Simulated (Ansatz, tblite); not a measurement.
**Tetraphenylethylene (C₂₆H₂₀): a ladder of methods and basis sets**

Aim: run the singlet of tetraphenylethylene (C₂₆H₂₀) at one geometry on many levels, and compare frontier levels, spin and run time.

Computed with Ansatz 0.2.0, Gaussian basis. Level: as each input shows.

Levels to be run: GFN1-xTB, GFN2-xTB, PBE-D4/def2-TZVP, r2SCAN-D4/def2-TZVP, r2SCAN0-D4/def2-TZVP, PBE-QIDH/def2-TZVP, B2PLYP/def2-TZVP, PBE-D4/def2-SVP, PBE0-D4/def2-SVP, HF/6-31G, B3LYP-D4/6-31G, MP2/def2-SVP, RPA/def2-SVP.

**1. The structure**

The singlet was relaxed beforehand with r2SCAN-D4/def2-SVP.

SMILES `c1ccc(C(=C(c2ccccc2)c2ccccc2)c2ccccc2)cc1`, 46 atoms, charge 0, spin multiplicity 1.

Bond lengths: C1–C2 1.399 Å, C1–C26 1.399 Å, C1–H27 1.094 Å, C2–C3 1.395 Å, C2–H28 1.094 Å, C3–C4 1.408 Å, C3–H29 1.094 Å, C4–C5 1.486 Å, C4–C25 1.408 Å, C5–C6 1.374 Å, C5–C19 1.486 Å, C6–C7 1.486 Å, C6–C13 1.487 Å, C7–C8 1.408 Å, C7–C12 1.408 Å, C8–C9 1.395 Å, C8–H30 1.094 Å, C9–C10 1.399 Å and more. Angles: C2–C1–C26 119.6°, C2–C1–H27 120.2°, C26–C1–H27 120.2°, C1–C2–C3 120.3°, C1–C2–H28 120.1°, C3–C2–H28 119.6°, C2–C3–C4 120.8°, C2–C3–H29 120.1°, C4–C3–H29 119.1°, C3–C4–C5 121.3°, C3–C4–C25 118.4°, C5–C4–C25 120.4°, C4–C5–C6 122.3°, C4–C5–C19 115.3°, C6–C5–C19 122.3°, C5–C6–C7 122.3°, C5–C6–C13 122.3°, C7–C6–C13 115.3° and more.

PBE0-D4/def2-TZVP was run before; its log isn't repeated, and its numbers join the tables.

**2. GFN1-xTB**

Tight binding, by tblite at 300 K electronic temperature and without a spin-polarisation term:

```python
tblite.interface.Calculator('GFN1-xTB', numbers, positions, charge=0, uhf=0).singlepoint()
```

Energy -1787.4698 eV, HOMO -10.84 eV, LUMO -8.28 eV; 0.073 s.

**3. GFN2-xTB**

Tight binding, by tblite at 300 K electronic temperature and without a spin-polarisation term:

```python
tblite.interface.Calculator('GFN2-xTB', numbers, positions, charge=0, uhf=0).singlepoint()
```

Energy -1790.9187 eV, HOMO -9.81 eV, LUMO -7.24 eV; 0.067 s.

**4. PBE-D4/def2-TZVP**

start.molden holds the orbitals of an earlier run on this state, given as this run's starting guess.

Input file in.yaml:

```yaml
crystal:
  periodic: [false, false, false]
  atoms:
    - {symbol: C, position_ang: [2.752191, -2.788652, 2.624929]}
    - {symbol: C, position_ang: [1.703978, -3.234695, 1.812284]}
    - {symbol: C, position_ang: [1.027093, -2.340070, 0.982994]}
    - {symbol: C, position_ang: [1.385930, -0.978818, 0.946306]}
    - {symbol: C, position_ang: [0.684675, -0.020207, 0.052446]}
    - {symbol: C, position_ang: [-0.684901, 0.020566, -0.051890]}
    - {symbol: C, position_ang: [-1.576613, -0.687628, 0.903589]}
    - {symbol: C, position_ang: [-1.364763, -0.612476, 2.293764]}
    - {symbol: C, position_ang: [-2.218465, -1.266570, 3.182361]}
    - {symbol: C, position_ang: [-3.300694, -2.012136, 2.701695]}
    - {symbol: C, position_ang: [-3.531487, -2.083675, 1.324027]}
    - {symbol: C, position_ang: [-2.685136, -1.418968, 0.434397]}
    - {symbol: C, position_ang: [-1.378213, 0.775855, -1.128248]}
    - {symbol: C, position_ang: [-0.963202, 0.681713, -2.470639]}
    - {symbol: C, position_ang: [-1.632206, 1.381009, -3.475463]}
    - {symbol: C, position_ang: [-2.728622, 2.191597, -3.160970]}
    - {symbol: C, position_ang: [-3.160643, 2.283245, -1.833815]}
    - {symbol: C, position_ang: [-2.499665, 1.573787, -0.829151]}
    - {symbol: C, position_ang: [1.568530, 0.891073, -0.720873]}
    - {symbol: C, position_ang: [2.724494, 0.393943, -1.353716]}
    - {symbol: C, position_ang: [3.563745, 1.242465, -2.078430]}
    - {symbol: C, position_ang: [3.277425, 2.608729, -2.166320]}
    - {symbol: C, position_ang: [2.146700, 3.119901, -1.519577]}
    - {symbol: C, position_ang: [1.300513, 2.270941, -0.805773]}
    - {symbol: C, position_ang: [2.460208, -0.548331, 1.749075]}
    - {symbol: C, position_ang: [3.128641, -1.442053, 2.588119]}
    - {symbol: H, position_ang: [3.281397, -3.490614, 3.276443]}
    - {symbol: H, position_ang: [1.413052, -4.289445, 1.821922]}
    - {symbol: H, position_ang: [0.208993, -2.692170, 0.348566]}
    - {symbol: H, position_ang: [-0.520488, -0.030013, 2.672840]}
    - {symbol: H, position_ang: [-2.039434, -1.191129, 4.259149]}
    - {symbol: H, position_ang: [-3.968616, -2.526506, 3.399233]}
    - {symbol: H, position_ang: [-4.378746, -2.659354, 0.939118]}
    - {symbol: H, position_ang: [-2.873028, -1.471632, -0.642372]}
    - {symbol: H, position_ang: [-0.107265, 0.048498, -2.719979]}
    - {symbol: H, position_ang: [-1.296977, 1.290009, -4.513038]}
    - {symbol: H, position_ang: [-3.251553, 2.741389, -3.949350]}
    - {symbol: H, position_ang: [-4.020770, 2.909969, -1.579269]}
    - {symbol: H, position_ang: [-2.844908, 1.642569, 0.206991]}
    - {symbol: H, position_ang: [2.955495, -0.673270, -1.281558]}
    - {symbol: H, position_ang: [4.448983, 0.834634, -2.575860]}
    - {symbol: H, position_ang: [3.939517, 3.274989, -2.727564]}
    - {symbol: H, position_ang: [1.923416, 4.189921, -1.568810]}
    - {symbol: H, position_ang: [0.418143, 2.673933, -0.301011]}
    - {symbol: H, position_ang: [2.762180, 0.503025, 1.717835]}
    - {symbol: H, position_ang: [3.951086, -1.085347, 3.215607]}
basis:
  gaussian: {orbitals: def2-TZVP, fitting: {mean_field: def2-universal-jkfit}, initial_orbitals: start.molden}
hamiltonian: {xc: pbe, dispersion: d4}
scf: {omitted_lower_state_checks: [starts]}
output: {forces: true, orbitals: {seedname: orbitals}}
```

Run with:

```bash
ansatz run in.yaml --threads 2 --pin off --events-out ev --progress --plain --max-ram 32768MiB --backend cuda --devices 0, --max-vram 18GiB
```

The runs that follow: r2SCAN-D4/def2-TZVP; r2SCAN0-D4/def2-TZVP; PBE-QIDH/def2-TZVP; B2PLYP/def2-TZVP; PBE-D4/def2-SVP; PBE0-D4/def2-SVP; HF/6-31G; B3LYP-D4/6-31G; MP2/def2-SVP; RPA/def2-SVP.

Q: Predict the results of all the runs planned. Wanted: gap in def2-TZVP, named functionals, smallest and largest; correlation energy, MP2/def2-SVP; binding an atom, functionals in def2-TZVP; PBE0 total energy, smallest basis above largest.

As calculated:

```
                                                 quantity                                   value
gap in def2-TZVP, named functionals, smallest and largest  2.59 eV (PBE-D4), 4.26 eV (r2SCAN0-D4)
                         correlation energy, MP2/def2-SVP                               -92.54 eV
                binding an atom, functionals in def2-TZVP   5.21 (r2SCAN0-D4) to 5.46 eV (PBE-D4)
          PBE0 total energy, smallest basis above largest          28.08 eV (def2-SVP, def2-TZVP)
```

In words: Orbital gaps of the named functionals in def2-TZVP span 2.59 eV (PBE-D4) to 4.26 eV (r2SCAN0-D4); exact exchange widens it.
